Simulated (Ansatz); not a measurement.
Crystal: AlSn.

```
CELL_PARAMETERS angstrom
4.19811 0.00000 0.00000
-2.09905 3.63567 0.00000
0.00000 0.00000 3.30685
ATOMIC_POSITIONS crystal
Sn 0.33333 0.66667 0.50000
Al 0.00000 0.00000 0.00000
```

The cell comes from a database or a generator and needn't be the stable form of this composition.

Base run:

```yaml
Program: Ansatz 0.2.0
Functional: BLYP
Potentials_or_basis: Ansatz PAW
Cutoff: "420 eV (not typed: the program's choice for these potentials)"
k_mesh: 7 × 7 × 8
Occupations: fermi-dirac, width 0.05 eV
Spin: no spin polarisation
```

Its results: band gap on the k mesh none (metal or under the smearing width); pressure 3.7 GPa.

Task: The run is repeated on the same cell with these changes: functional from BLYP to revPBE. What comes out?

Result: Band gap on the k mesh none (metal or under the smearing width); pressure 1.2 GPa.

Caveats: spin-orbit coupling is left out, which moves the levels of the heavy elements; the PAW data sets come from PBE, with cores solved anew for the run's functional, which leaves a small shift of forces and pressure.
